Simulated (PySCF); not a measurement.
**[Hf2]+: other spin states and a change of charge**

Aim: at the relaxed geometry of [Hf2]+, try other spin states and a change of charge. It is a constructed species; whether it can be made isn't addressed.

Computed with PySCF 2.14.0. Level: BP86, Hf def2-SVP with ECP60; scalar-relativistic core potentials, no spin–orbit coupling.

3 further runs of the same task are left out: 2 for a known fault of the program, 1 that didn't finish.

## Step 1: The starting structure

2 atoms, charge 1, spin multiplicity 2.

Bond lengths: Hf1–Hf2 2.393 Å.

Geometry (Å):

```xyz
2
Hf2
Hf    0.0000    0.0000    1.1965
Hf    0.0000    0.0000   -1.1965
```

An earlier session relaxed this geometry at BP86, Hf def2-SVP with ECP60 (doublet, point group D∞h).

Its energy there is -95.736186 Eh.

## Step 2: Multiplicity 4 at the relaxed geometry

The input, run.py (the lines that set the calculation):

```python
mol = gto.M(atom='''
Hf     0.00000     0.00000     1.19648
Hf     0.00000     0.00000    -1.19648''',
    basis={'Hf': 'def2-SVP'},
    ecp={'Hf': 'def2-SVP'},
    charge=1, spin=3)
mf = dft.UKS(mol, xc='B88,P86')
mf.grids.atom_grid = (50, 194)
mf = mf.density_fit()  # fitting sets: Hf def2-universal-JKFIT
mf.conv_tol = 1e-08; mf.max_cycle = 55
mf.kernel(dm0)  # dm0: free metal ions and neutral atoms
```

The run is started by

```sh
OMP_NUM_THREADS=2 python run.py
```

What it wrote:

```text
init E= -94.2657996733325
cycle= 1 E= -95.3990864272147  delta_E= -1.13  |g|= 0.65  |ddm|= 2.79
  HOMO = -0.163257400855  LUMO = -0.140347800422  gap/eV = 0.62340
cycle= 2 E= -94.7297541277507  delta_E= 0.669  |g|= 1.13  |ddm|= 6.34
  HOMO = -0.330958344767  LUMO = -0.324066495888  gap/eV = 0.18754
cycle= 3 E= -95.718336688644  delta_E= -0.989  |g|= 0.0541  |ddm|= 6.01
  HOMO = -0.310504095687  LUMO = -0.308737756791  gap/eV = 0.04806
cycle= 4 E= -95.7219948892292  delta_E= -0.00366  |g|= 0.0168  |ddm|= 0.266
  HOMO = -0.309762432594  LUMO = -0.306728203839  gap/eV = 0.08257
cycle= 5 E= -95.7222356663407  delta_E= -0.000241  |g|= 0.00579  |ddm|= 0.0511
  HOMO = -0.311143131138  LUMO = -0.308156770687  gap/eV = 0.08126
cycle= 6 E= -95.7222840119101  delta_E= -4.83e-05  |g|= 0.0016  |ddm|= 0.0239
  HOMO = -0.3107550717  LUMO = -0.307716366343  gap/eV = 0.08269
cycle= 7 E= -95.7222929633809  delta_E= -8.95e-06  |g|= 0.000488  |ddm|= 0.0141
  HOMO = -0.310660828641  LUMO = -0.307512932932  gap/eV = 0.08566
cycle= 8 E= -95.7222945760482  delta_E= -1.61e-06  |g|= 0.000194  |ddm|= 0.00774
  HOMO = -0.310673733668  LUMO = -0.307492014355  gap/eV = 0.08658
cycle= 9 E= -95.722294853033  delta_E= -2.77e-07  |g|= 4.86e-05  |ddm|= 0.00443
  HOMO = -0.310676849291  LUMO = -0.307501049572  gap/eV = 0.08642
cycle= 10 E= -95.7222948746105  delta_E= -2.16e-08  |g|= 2.36e-05  |ddm|= 0.00118
  HOMO = -0.310678516861  LUMO = -0.307505651095  gap/eV = 0.08634
cycle= 11 E= -95.7222948676611  delta_E= 6.95e-09  |g|= 0.000126  |ddm|= 0.000457
  HOMO = -0.310678966061  LUMO = -0.307506866247  gap/eV = 0.08632
cycle= 12 E= -95.7222948796244  delta_E= -1.2e-08  |g|= 7.46e-06  |ddm|= 0.00022
  HOMO = -0.31067882899  LUMO = -0.307507348138  gap/eV = 0.08630
cycle= 13 E= -95.7222948813646  delta_E= -1.74e-09  |g|= 6.35e-06  |ddm|= 0.000243
  HOMO = -0.310678745175  LUMO = -0.307507239559  gap/eV = 0.08630
Extra cycle  E= -95.7222948829026  delta_E= -1.54e-09  |g|= 6.52e-06  |ddm|= 0.000217
converged SCF energy = -95.7222948829026  <S^2> = 3.7782305  2S+1 = 4.0140904
```

Wall time 1.2 s (2 threads of Arm Neoverse V1, shared host).

Read off: E = -95.722295 Eh (+0.378 eV from the relaxed state), HOMO -8.45 eV, LUMO -8.37 eV (over both spins), ⟨S²⟩ = 3.778, Mulliken charge on Hf1 +0.50 e. 

## Step 3: Multiplicity 6 at the relaxed geometry

run.py (the lines that set the calculation), as its differences from that of step 2:

```diff
@@ -5,3 +5,3 @@
     ecp={'Hf': 'def2-SVP'},
-    charge=1, spin=3)
+    charge=1, spin=5)
 mf = dft.UKS(mol, xc='B88,P86')
```

The run is started by

```sh
OMP_NUM_THREADS=2 python run.py
```

What it wrote:

```text
init E= -94.3162192669049
cycle= 1 E= -95.4408711461841  delta_E= -1.12  |g|= 0.603  |ddm|= 2.91
cycle= 2 E= -95.1497267402084  delta_E= 0.291  |g|= 0.921  |ddm|= 4.39
  HOMO = -0.320148992368  LUMO = -0.309401936089  gap/eV = 0.29244
cycle= 3 E= -95.7110456530318  delta_E= -0.561  |g|= 0.0256  |ddm|= 3.88
  HOMO = -0.313899777664  LUMO = -0.304567031842  gap/eV = 0.25396
cycle= 4 E= -95.7121884923093  delta_E= -0.00114  |g|= 0.00936  |ddm|= 0.159
  HOMO = -0.314796139004  LUMO = -0.306510066412  gap/eV = 0.22548
cycle= 5 E= -95.7122890969536  delta_E= -0.000101  |g|= 0.0026  |ddm|= 0.0382
  HOMO = -0.315334902725  LUMO = -0.307432688696  gap/eV = 0.21503
cycle= 6 E= -95.7122971439106  delta_E= -8.05e-06  |g|= 0.001  |ddm|= 0.0136
  HOMO = -0.315026125582  LUMO = -0.307096581817  gap/eV = 0.21577
cycle= 7 E= -95.7122979751408  delta_E= -8.31e-07  |g|= 6.36e-05  |ddm|= 0.003
  HOMO = -0.315026005582  LUMO = -0.30710511962  gap/eV = 0.21554
cycle= 8 E= -95.7122979829311  delta_E= -7.79e-09  |g|= 5.34e-06  |ddm|= 0.000465
  HOMO = -0.315027627198  LUMO = -0.30710801795  gap/eV = 0.21550
Extra cycle  E= -95.7122979824668  delta_E= 4.64e-10  |g|= 2.67e-05  |ddm|= 5.2e-05
converged SCF energy = -95.7122979824668  <S^2> = 8.7565576  2S+1 = 6.0021855
```

It took 0.8 s on 2 threads of Arm Neoverse V1, shared host.

It gives: E = -95.712298 Eh (+0.650 eV from the relaxed state), HOMO -8.57 eV, LUMO -8.50 eV (over both spins), ⟨S²⟩ = 8.757, Mulliken charge on Hf1 +0.50 e. 

## Step 4: One electron removed, multiplicity 1

The input, run.py (the lines that set the calculation):

```python
mol = gto.M(atom='''
Hf     0.00000     0.00000     1.19648
Hf     0.00000     0.00000    -1.19648''',
    basis={'Hf': 'def2-SVP'},
    ecp={'Hf': 'def2-SVP'},
    charge=2, spin=0)
mf = dft.RKS(mol, xc='B88,P86')
mf.grids.atom_grid = (50, 194)
mf = mf.density_fit()  # fitting sets: Hf def2-universal-JKFIT
mf.conv_tol = 1e-08; mf.max_cycle = 55
mf.kernel(dm0)  # dm0: the density of the relaxed state
```

The run is started by

```sh
OMP_NUM_THREADS=2 python run.py
```

What it wrote:

```text
init E= -95.726061128156
  HOMO = -0.325637588829914  LUMO = -0.298915029139498  gap/eV = 0.72716
cycle= 1 E= -95.2753012669407  delta_E= 0.451  |g|= 0.252  |ddm|= 0.799
  HOMO = -0.63814425948858  LUMO = -0.599192653931888  gap/eV = 1.05993
cycle= 2 E= -95.2535246907811  delta_E= 0.0218  |g|= 0.349  |ddm|= 1.92
  HOMO = -0.572448348424418  LUMO = -0.537691709736936  gap/eV = 0.94578
cycle= 3 E= -95.3102251797602  delta_E= -0.0567  |g|= 0.0177  |ddm|= 1.17
  HOMO = -0.566998512316949  LUMO = -0.533424739880972  gap/eV = 0.91359
cycle= 4 E= -95.3101155841402  delta_E= 0.00011  |g|= 0.0234  |ddm|= 0.0854
  HOMO = -0.567262879319248  LUMO = -0.534027982852161  gap/eV = 0.90437
cycle= 5 E= -95.3100316923724  delta_E= 8.39e-05  |g|= 0.0279  |ddm|= 0.0853
  HOMO = -0.567545110556538  LUMO = -0.534579487628115  gap/eV = 0.89704
cycle= 6 E= -95.3103210338672  delta_E= -0.000289  |g|= 0.00137  |ddm|= 0.0504
  HOMO = -0.567634042139846  LUMO = -0.534646804640837  gap/eV = 0.89763
cycle= 7 E= -95.3103216066525  delta_E= -5.73e-07  |g|= 0.000213  |ddm|= 0.00374
  HOMO = -0.567678821388709  LUMO = -0.534703541781461  gap/eV = 0.89730
cycle= 8 E= -95.3103216372004  delta_E= -3.05e-08  |g|= 6.43e-06  |ddm|= 0.00104
  HOMO = -0.567680569329404  LUMO = -0.534705320436914  gap/eV = 0.89730
cycle= 9 E= -95.3103216372243  delta_E= -2.4e-11  |g|= 3.72e-07  |ddm|= 3.88e-05
  HOMO = -0.567680608708927  LUMO = -0.53470539757946  gap/eV = 0.89730
Extra cycle  E= -95.3103216372245  delta_E= -1.42e-13  |g|= 3.42e-07  |ddm|= 3.05e-06
converged SCF energy = -95.3103216372245
```

Wall time 0.8 s (2 threads of Arm Neoverse V1, shared host).

Result: E = -95.310322 Eh (+11.588 eV from the relaxed state), HOMO -15.45 eV, LUMO -14.55 eV, Mulliken charge on Hf1 +1.00 e. The gap is small, and the closed shell wasn't tested for a lower spin-broken solution.

## Step 5: One electron removed, multiplicity 3

run.py (the lines that set the calculation), as its differences from that of step 4:

```diff
@@ -5,4 +5,4 @@
     ecp={'Hf': 'def2-SVP'},
-    charge=2, spin=0)
-mf = dft.RKS(mol, xc='B88,P86')
+    charge=2, spin=2)
+mf = dft.UKS(mol, xc='B88,P86')
 mf.grids.atom_grid = (50, 194)
```

The run is started by

```sh
OMP_NUM_THREADS=2 python run.py
```

What it wrote:

```text
init E= -95.7361855151794
cycle= 1 E= -95.2656796522203  delta_E= 0.471  |g|= 0.183  |ddm|= 0.674
cycle= 2 E= -95.27571777506  delta_E= -0.01  |g|= 0.203  |ddm|= 1.12
  HOMO = -0.573966540583  LUMO = -0.563453540074  gap/eV = 0.28607
cycle= 3 E= -95.3004247423056  delta_E= -0.0247  |g|= 0.0223  |ddm|= 0.411
  HOMO = -0.564952101303  LUMO = -0.551807533985  gap/eV = 0.35768
cycle= 4 E= -95.30052214801  delta_E= -9.74e-05  |g|= 0.0252  |ddm|= 0.103
  HOMO = -0.564749852856  LUMO = -0.550783706564  gap/eV = 0.38004
cycle= 5 E= -95.3002539121727  delta_E= 0.000268  |g|= 0.0324  |ddm|= 0.105
  HOMO = -0.564699377289  LUMO = -0.549168733622  gap/eV = 0.42261
cycle= 6 E= -95.3011105231632  delta_E= -0.000857  |g|= 0.00221  |ddm|= 0.0703
  HOMO = -0.564852522978  LUMO = -0.548061456802  gap/eV = 0.45691
cycle= 7 E= -95.3011455892288  delta_E= -3.51e-05  |g|= 0.00042  |ddm|= 0.0395
  HOMO = -0.564836170901  LUMO = -0.547787240278  gap/eV = 0.46393
cycle= 8 E= -95.3011465529647  delta_E= -9.64e-07  |g|= 6.12e-05  |ddm|= 0.00793
  HOMO = -0.564811472582  LUMO = -0.547787090775  gap/eV = 0.46326
cycle= 9 E= -95.3011465612851  delta_E= -8.32e-09  |g|= 1.6e-05  |ddm|= 0.00058
  HOMO = -0.564809148486  LUMO = -0.547783427989  gap/eV = 0.46329
Extra cycle  E= -95.3011465648713  delta_E= -3.59e-09  |g|= 1.41e-05  |ddm|= 0.000283
converged SCF energy = -95.3011465648713  <S^2> = 2.0995047  2S+1 = 3.0656188
```

Wall time 0.9 s (2 threads of Arm Neoverse V1, shared host).

It gives: E = -95.301147 Eh (+11.838 eV from the relaxed state), HOMO -15.37 eV, LUMO -14.91 eV (over both spins), ⟨S²⟩ = 2.100, Mulliken charge on Hf1 +1.00 e. 

## Step 6: One electron added, multiplicity 1

run.py (the lines that set the calculation), as its differences from that of step 5:

```diff
@@ -5,4 +5,4 @@
     ecp={'Hf': 'def2-SVP'},
-    charge=2, spin=2)
-mf = dft.UKS(mol, xc='B88,P86')
+    charge=0, spin=0)
+mf = dft.RKS(mol, xc='B88,P86')
 mf.grids.atom_grid = (50, 194)
```

The run is started by

```sh
OMP_NUM_THREADS=2 python run.py
```

What it wrote:

```text
init E= -95.726061128156
  HOMO = -0.298915029139498  LUMO = -0.290157262552889  gap/eV = 0.23831
cycle= 1 E= -95.8698557445786  delta_E= -0.144  |g|= 0.275  |ddm|= 0.805
  HOMO = -0.0337085761773624  LUMO = -0.02246051531931  gap/eV = 0.30608
cycle= 2 E= -95.2542282313132  delta_E= 0.616  |g|= 1.11  |ddm|= 4.77
  HOMO = -0.109195036215689  LUMO = -0.085767126263416  gap/eV = 0.63751
cycle= 3 E= -95.878976383708  delta_E= -0.625  |g|= 0.363  |ddm|= 2.22
  HOMO = -0.113404728831373  LUMO = -0.0963185667852899  gap/eV = 0.46494
cycle= 4 E= -95.9043219197439  delta_E= -0.0253  |g|= 0.24  |ddm|= 0.264
  HOMO = -0.128258474994876  LUMO = -0.125451435043762  gap/eV = 0.07638
cycle= 5 E= -95.9234936663928  delta_E= -0.0192  |g|= 0.15  |ddm|= 0.606
  HOMO = -0.150828667187373  LUMO = -0.139572377939867  gap/eV = 0.30630
cycle= 6 E= -95.8436949384418  delta_E= 0.0798  |g|= 0.435  |ddm|= 5.65
  HOMO = -0.154071264739189  LUMO = -0.141460525331746  gap/eV = 0.34316
cycle= 7 E= -95.8502929112627  delta_E= -0.0066  |g|= 0.401  |ddm|= 0.231
  HOMO = -0.150392423243419  LUMO = -0.139536172807192  gap/eV = 0.29541
cycle= 8 E= -95.8570411268986  delta_E= -0.00675  |g|= 0.378  |ddm|= 0.0687
  HOMO = -0.146767234050204  LUMO = -0.138048759070639  gap/eV = 0.23724
cycle= 9 E= -95.8625781676683  delta_E= -0.00554  |g|= 0.36  |ddm|= 0.0565
  HOMO = -0.145858456814759  LUMO = -0.13768895391767  gap/eV = 0.22230
cycle= 10 E= -95.8642840887017  delta_E= -0.00171  |g|= 0.355  |ddm|= 0.0234
  HOMO = -0.145790606082727  LUMO = -0.137662162533849  gap/eV = 0.22119
...
cycle= 48 E= -95.9295018494253  delta_E= 0.000155  |g|= 0.091  |ddm|= 0.14
  HOMO = -0.132483700647372  LUMO = -0.0381296336155876  gap/eV = 2.56750
cycle= 49 E= -95.9303183373483  delta_E= -0.000816  |g|= 0.0756  |ddm|= 0.0913
  HOMO = -0.133339623989557  LUMO = -0.0385767916256472  gap/eV = 2.57863
cycle= 50 E= -95.9297703641416  delta_E= 0.000548  |g|= 0.0834  |ddm|= 0.0998
  HOMO = -0.128121166333624  LUMO = -0.0335567037367261  gap/eV = 2.57323
cycle= 51 E= -95.9315655567929  delta_E= -0.0018  |g|= 0.0456  |ddm|= 0.102
  HOMO = -0.128412114622206  LUMO = -0.033925811937928  gap/eV = 2.57110
cycle= 52 E= -95.9318643828949  delta_E= -0.000299  |g|= 0.0397  |ddm|= 0.0318
  HOMO = -0.129383671923707  LUMO = -0.0345963397704163  gap/eV = 2.57929
cycle= 53 E= -95.9318264755186  delta_E= 3.79e-05  |g|= 0.0422  |ddm|= 0.0216
  HOMO = -0.127936327191803  LUMO = -0.033183069756221  gap/eV = 2.57837
cycle= 54 E= -95.9321947184497  delta_E= -0.000368  |g|= 0.031  |ddm|= 0.0488
  HOMO = -0.126251902881001  LUMO = -0.0313144799511158  gap/eV = 2.58338
cycle= 55 E= -95.9326415273451  delta_E= -0.000447  |g|= 0.0122  |ddm|= 0.0955
SCF not converged.
  HOMO = -0.129398994238041  LUMO = -0.122100373708372  gap/eV = 0.19861
macro= 0  E= -95.9332989374597  delta_E= -0.00065741  |g|= 0.00559622  3 KF 11 JK
macro= 1  E= -95.9333058768431  delta_E= -6.93938e-06  |g|= 0.000257142  2 KF 9 JK
macro= 2  E= -95.9333058768442  delta_E= -1.10845e-12  |g|= 2.37457e-05  1 KF 2 JK
macro X = 3  E=-95.9333058768442  |g|= 2.37457e-05  total 7 KF 26 JK
converged SCF energy = -95.9333058768442
```

Wall time 11 s (2 threads of Arm Neoverse V1, shared host).

It gives: E = -95.933306 Eh (-5.364 eV from the relaxed state), HOMO -3.60 eV, LUMO -3.77 eV, Mulliken charge on Hf1 -0.24 e. An empty level lies below a filled one, so this isn't the lowest state.

## Step 7: One electron added, multiplicity 3

run.py (the lines that set the calculation), as its differences from that of step 6:

```diff
@@ -5,4 +5,4 @@
     ecp={'Hf': 'def2-SVP'},
-    charge=0, spin=0)
-mf = dft.RKS(mol, xc='B88,P86')
+    charge=0, spin=2)
+mf = dft.UKS(mol, xc='B88,P86')
 mf.grids.atom_grid = (50, 194)
```

The run is started by

```sh
OMP_NUM_THREADS=2 python run.py
```

What it wrote:

```text
init E= -95.7361855151794
  HOMO = -0.294059642691  LUMO = -0.285691196891  gap/eV = 0.22772
cycle= 1 E= -95.9385357502557  delta_E= -0.202  |g|= 0.083  |ddm|= 3.05
  HOMO = -0.0925530275191  LUMO = -0.0887397173743  gap/eV = 0.10377
cycle= 2 E= -95.9357836428342  delta_E= 0.00275  |g|= 0.133  |ddm|= 1.22
  HOMO = -0.127893280933  LUMO = -0.104593820954  gap/eV = 0.63401
cycle= 3 E= -95.9512003100092  delta_E= -0.0154  |g|= 0.0181  |ddm|= 0.359
  HOMO = -0.133811112115  LUMO = -0.109259196049  gap/eV = 0.66809
cycle= 4 E= -95.951101191784  delta_E= 9.91e-05  |g|= 0.0215  |ddm|= 0.0768
  HOMO = -0.134629895906  LUMO = -0.109822148036  gap/eV = 0.67505
cycle= 5 E= -95.9510925092215  delta_E= 8.68e-06  |g|= 0.0217  |ddm|= 0.0576
  HOMO = -0.135905508383  LUMO = -0.11064291114  gap/eV = 0.68743
cycle= 6 E= -95.9514315461355  delta_E= -0.000339  |g|= 0.000908  |ddm|= 0.0321
  HOMO = -0.13614056689  LUMO = -0.110747446498  gap/eV = 0.69098
cycle= 7 E= -95.9514326233268  delta_E= -1.08e-06  |g|= 0.000148  |ddm|= 0.00834
  HOMO = -0.136156335415  LUMO = -0.110740544407  gap/eV = 0.69160
cycle= 8 E= -95.9514326911157  delta_E= -6.78e-08  |g|= 2.42e-05  |ddm|= 0.0012
  HOMO = -0.13616021731  LUMO = -0.110734849571  gap/eV = 0.69186
cycle= 9 E= -95.9514326930349  delta_E= -1.92e-09  |g|= 1.14e-06  |ddm|= 0.000403
  HOMO = -0.136159923768  LUMO = -0.110734687997  gap/eV = 0.69186
Extra cycle  E= -95.9514326930371  delta_E= -2.22e-12  |g|= 9.92e-07  |ddm|= 1.29e-05
converged SCF energy = -95.9514326930371  <S^2> = 2.0067452  2S+1 = 3.0044934
```

Run time: 0.9 s. Hardware: 2 threads of Arm Neoverse V1, shared host.

Result: E = -95.951433 Eh (-5.857 eV from the relaxed state), HOMO -3.71 eV, LUMO -3.14 eV (over both spins), ⟨S²⟩ = 2.007, Mulliken charge on Hf1 -0.00 e. 

## Step 8: The states side by side

| state | energy from the relaxed state (eV) | ⟨S²⟩ | time |
| --- | --- | --- | --- |
| charge +1, doublet, vacuum (relaxed) | 0 | 0.75 |  |
| charge 0, triplet, vacuum | -5.86 | 2.01 | 0.9 s |
| charge 0, singlet, vacuum | -5.36 | 0.00 | 11 s |
| charge +1, quartet, vacuum | 0.38 | 3.78 | 1.2 s |
| charge +1, sextet, vacuum | 0.65 | 8.76 | 0.8 s |
| charge +2, singlet, vacuum | 11.59 | 0.00 | 0.8 s |
| charge +2, triplet, vacuum | 11.84 | 2.10 | 0.9 s |

An electron taken off or put on is at rest in vacuum. 

Removing an electron vertically costs 11.59 eV (singlet), against −HOMO = 8.59 eV. Adding an electron vertically releases 5.86 eV (triplet). The quartet lies 0.38 eV above at this geometry. The bases are small and lack diffuse functions. Spin–orbit coupling is left out for this open shell, where it can reorder the states. Open shells may have lower solutions than the one found.
